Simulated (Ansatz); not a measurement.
**TiH4O4 (SMILES O[Ti](O)(O)O): revPBE/def2-SVP**

Aim: the energy change on altering one bond length of TiH4O4 at revPBE/def2-SVP, from 2 runs. 

Program for the calculation: Ansatz 0.2.0.

1 further run of the same task is left out (set aside as unsound or not needed).

**1. Starting point**

TiH4O4 has 9 atoms, charge 0, and is taken as a singlet. As SMILES, `O[Ti](O)(O)O`. The coordinates come from a PBE0-D4/def2-TZVP relaxation. This is one conformer, not always the lowest.

Bond lengths: O1–Ti2 1.801 Å, Ti2–O3 1.801 Å, Ti2–O4 1.801 Å, Ti2–O5 1.801 Å, O1–H6 0.958 Å, O3–H7 0.958 Å, O4–H8 0.958 Å, O5–H9 0.958 Å. Angles: O1–Ti2–O3 108.5°, O1–Ti2–O4 109.9°, O1–Ti2–O5 110.0°, O3–Ti2–O4 110.0°, O3–Ti2–O5 109.9°, O4–Ti2–O5 108.5°, Ti2–O1–H6 129.5°, Ti2–O3–H7 129.5°, Ti2–O4–H8 129.5°, Ti2–O5–H9 129.6°.

**2. The energy at revPBE/def2-SVP**

Contents of run.yaml:

```yaml
crystal:
  periodic: [false, false, false]
  atoms:
    - symbol: O
      position_ang: [-0.125250, 1.268390, -1.272730]
    - symbol: Ti
      position_ang: [0.000070, 0.000090, -0.000050]
    - symbol: O
      position_ang: [1.651710, -0.715310, -0.066120]
    - symbol: O
      position_ang: [-1.235630, -1.279200, -0.283830]
    - symbol: O
      position_ang: [-0.290490, 0.726280, 1.622320]
    - symbol: H
      position_ang: [-0.813470, 1.413950, -1.922910]
    - symbol: H
      position_ang: [2.270980, -0.885970, 0.644480]
    - symbol: H
      position_ang: [-1.123140, -2.176250, -0.600550]
    - symbol: H
      position_ang: [-0.334770, 1.648010, 1.879390]
basis:
  gaussian:
    orbitals: def2-SVP
hamiltonian:
  xc: {name: revPBE}
accuracy: high
output:
  orbitals: {seedname: orbitals}
```

Command:

```sh
ansatz run run.yaml --threads 1 --pin off --max-ram 3480MiB --events-out events.jsonl --progress --plain --runs-dir runs
```

Standard output:

```text
Warning: RAYON_NUM_THREADS=1 ignored (pool sized by the plan → 1); use --threads N
Functional definition: revPBE
  name "revPBE"
  parameter kappa = 1.245
  parameter beta = 0.06672455060314922
  exchange = pbe_x(kappa = kappa, mu = beta*pi^2/3)
  correlation = pbe_c(beta = beta)
2461 factors; integrals over basis functions are off by at most 4.3e-9 eV
mean field evaluation 1: about -31337.3221 eV, gradient 1.1e2 eV
mean field evaluation 2: about -30859.5051 eV, gradient 4.6e2 eV
mean field evaluation 4: about -31348.4081 eV, gradient 8.0e1 eV
mean field evaluation 8: about -31359.9701 eV, gradient 2.9e-1 eV
mean field evaluation 16: about -31359.9703 eV, gradient 3.8e-5 eV
mean field -31359.97030964 eV, -1152.4576523281 hartree, gradient 6.3e-9 eV, S^2 0.000000; 0 other end points of the search recorded, 0 dependent functions left out
reference -31359.97031990 eV, -1152.4576527051 hartree; 29, 29 occupied and 78, 78 virtual orbitals, 2461 factors
Total energy: -31359.97031990 eV, -1152.4576527051 hartree
```

Run time: 12 s. Hardware: 1 thread of Intel Xeon Platinum 8259CL at 2.50GHz (Skylake/Cascade Lake), shared host; peak memory 0.35 GiB.

**3. The distorted shape, same level**

Contents of job.yaml:

```yaml
crystal:
  periodic: [false, false, false]
  atoms:
    - symbol: O
      position_ang: [-0.187912, 1.902563, -1.909093]
    - symbol: Ti
      position_ang: [0.000070, 0.000090, -0.000050]
    - symbol: O
      position_ang: [1.651710, -0.715310, -0.066120]
    - symbol: O
      position_ang: [-1.235630, -1.279200, -0.283830]
    - symbol: O
      position_ang: [-0.290490, 0.726280, 1.622320]
    - symbol: H
      position_ang: [-0.876132, 2.048123, -2.559273]
    - symbol: H
      position_ang: [2.270980, -0.885970, 0.644480]
    - symbol: H
      position_ang: [-1.123140, -2.176250, -0.600550]
    - symbol: H
      position_ang: [-0.334770, 1.648010, 1.879390]
basis:
  gaussian:
    orbitals: def2-SVP
hamiltonian:
  xc: {name: revPBE}
accuracy: high
output:
  orbitals: {seedname: orbitals}
```

Command:

```sh
ansatz run job.yaml --threads 1 --pin off --max-ram 3480MiB --events-out events.jsonl --progress --plain --runs-dir runs
```

Standard output, cut to the lines that bear on the results:

```text
Warning: RAYON_NUM_THREADS=1 ignored (pool sized by the plan → 1); use --threads N
[... 6 set-up lines as earlier in the session ...]
2422 factors; integrals over basis functions are off by at most 2.5e-8 eV
mean field evaluation 1: about -31328.9539 eV, gradient 1.2e2 eV
mean field evaluation 2: about -30604.3221 eV, gradient 4.5e2 eV
mean field evaluation 4: about -30997.1987 eV, gradient 3.4e2 eV
mean field evaluation 8: about -31339.4748 eV, gradient 8.9e1 eV
mean field evaluation 16: about -31357.2251 eV, gradient 1.0e-6 eV
mean field evaluation 32: about -31356.6694 eV, gradient 4.2e0 eV
mean field -31357.22509076 eV, -1152.3567673949 hartree, gradient 1.7e-8 eV, S^2 0.000000; 3 other end points of the search recorded, 0 dependent functions left out
reference -31357.22510162 eV, -1152.3567677940 hartree; 29, 29 occupied and 78, 78 virtual orbitals, 2422 factors
Total energy: -31357.22510162 eV, -1152.3567677940 hartree
```

Wall time 16 s (1 thread of Intel Xeon Platinum 8259CL at 2.50GHz (Skylake/Cascade Lake), shared host); peak memory 0.34 GiB.

**4. What came out**

At revPBE/def2-SVP:

```
                                                          quantity           value
                                         first shape: total energy  -1152.45765 Eh
                                          first shape: HOMO energy        -6.69 eV
                                          first shape: LUMO energy        -1.61 eV
                                        first shape: HOMO–LUMO gap         5.08 eV
                                     distorted shape: total energy  -1152.35677 Eh
                                      distorted shape: HOMO energy        -4.21 eV
                                      distorted shape: LUMO energy        -2.99 eV
                                    distorted shape: HOMO–LUMO gap         1.22 eV
energy change with the O1–Ti2 bond stretched from 1.801 to 2.702 Å        2.745 eV
```

In words: With the O1–Ti2 bond stretched from 1.801 to 2.702 Å the energy rises by 2.75 eV (63 kcal/mol). The first shape isn't relaxed at this level, so the change isn't measured from a minimum. A restricted reference can't describe the breaking bond well at this length.
